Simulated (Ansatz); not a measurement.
**C2H7GaOSi: one species, many methods**

The task here is to estimate one member of a computed series from the others.

Computed with Ansatz 0.2.0, Gaussian basis. Level: functionals in def2-TZVPP, the program's frozen cores in correlated methods.

Plan: PBE-D4, r2SCAN-D4, PBE0-D4, B3LYP-D4, ωB97X-V, ωB97M-V, B2PLYP; CCSD(T)/def2-TZVPP; MP2/def2-QZVPP; extrapolation to the limit.

**The relaxed structure**

All runs share one geometry, relaxed beforehand with PBE0-D4 in a triple-zeta def2 set.

SMILES `C[CH2][Ga]1[O][SiH2]1`, 12 atoms, charge 0, spin multiplicity 1.

Atoms are counted from 1 here; the program's logs count them from 0.

Bond lengths: C1–C2 1.524 Å, C1–H6 1.094 Å, C1–H7 1.092 Å, C1–H8 1.092 Å, C2–Ga3 1.965 Å, C2–H9 1.093 Å, C2–H10 1.095 Å, Ga3–O4 1.924 Å, Ga3–Si5 2.278 Å, O4–Si5 1.642 Å, Si5–H11 1.490 Å, Si5–H12 1.490 Å. Angles: C2–C1–H6 111.0°, C2–C1–H7 111.7°, C2–C1–H8 111.7°, H6–C1–H7 107.9°, H6–C1–H8 107.5°, H7–C1–H8 106.8°, C1–C2–Ga3 112.5°, C1–C2–H9 112.0°, C1–C2–H10 111.4°, Ga3–C2–H9 108.3°, Ga3–C2–H10 106.1°, H9–C2–H10 106.1°, C2–Ga3–O4 115.7°, C2–Ga3–Si5 160.7°, O4–Ga3–Si5 45.0°, Ga3–O4–Si5 79.0°, Ga3–Si5–O4 56.0°, Ga3–Si5–H11 124.0° and more.

Coordinates:

```xyz
12

C    -1.47329    1.16316    0.57348
C    -0.13986    1.49680   -0.08375
Ga    0.90075   -0.10913   -0.52860
O     0.31098   -1.74140    0.30170
Si    1.60201   -2.27597   -0.55969
H    -2.00114    2.07366    0.87309
H    -1.34090    0.54362    1.46241
H    -2.12906    0.61018   -0.10239
H    -0.26870    2.08655   -0.99534
H     0.49362    2.09639    0.57895
H     2.78012   -2.78177    0.19927
H     1.34246   -3.21717   -1.68504
```

The first run:

Contents of in.yaml:

```yaml
crystal:
  periodic: [false, false, false]
  atoms:
    - {symbol: C, position_ang: [-1.473294, 1.163157, 0.573480]}
    - {symbol: C, position_ang: [-0.139858, 1.496804, -0.083754]}
    - {symbol: Ga, position_ang: [0.900753, -0.109132, -0.528602]}
    - {symbol: O, position_ang: [0.310975, -1.741402, 0.301704]}
    - {symbol: Si, position_ang: [1.602010, -2.275974, -0.559690]}
    - {symbol: H, position_ang: [-2.001137, 2.073662, 0.873090]}
    - {symbol: H, position_ang: [-1.340901, 0.543616, 1.462410]}
    - {symbol: H, position_ang: [-2.129056, 0.610179, -0.102392]}
    - {symbol: H, position_ang: [-0.268699, 2.086549, -0.995337]}
    - {symbol: H, position_ang: [0.493625, 2.096388, 0.578955]}
    - {symbol: H, position_ang: [2.780120, -2.781772, 0.199272]}
    - {symbol: H, position_ang: [1.342464, -3.217172, -1.685035]}
basis:
  gaussian: {orbitals: def2-TZVPP}
hamiltonian: {xc: pbe, dispersion: d4}
output: {forces: true, orbitals: {seedname: orbitals}}
```

Launch:

```
ansatz run in.yaml --threads 4 --pin off --events-out ev --progress --plain --max-ram 10444MiB
```

Steps of the session up to this table: PBE-D4 (GGA); r2SCAN-D4 (meta-GGA); PBE0-D4 (hybrid); B3LYP-D4 (hybrid); ωB97X-V (range-separated); ωB97M-V (range-separated); B2PLYP (double hybrid); CCSD(T) in def2-TZVPP; MP2 in def2-QZVPP.

One table of the session follows, with a row left open; its other results are not shown here.

```
            method  atomisation energy (eV)
            PBE-D4                   44.327
         r2SCAN-D4                   43.977
           PBE0-D4                   43.630
          B3LYP-D4                        ?
           ωB97X-V                   43.838
           ωB97M-V                   43.688
            B2PLYP                   43.209
     HF/def2-TZVPP                   31.727
    MP2/def2-TZVPP                   43.449
   CCSD/def2-TZVPP                   42.128
CCSD(T)/def2-TZVPP                   42.809
           MP2/CBS                   44.536
       CCSD(T)/CBS                   43.896
```

Estimate the missing values for B3LYP-D4.

As computed: atomisation energy (eV): 43.517. In the column «atomisation energy (eV)» it lies between MP2/def2-TZVPP (43.449) and PBE0-D4 (43.630).

Caveats from the session: Free atoms (2 C, 1 Ga, 1 O, 1 Si, 7 H) were run apart at each level; the atomisation energy is their sum less the molecule, without zero-point or spin-orbit terms.
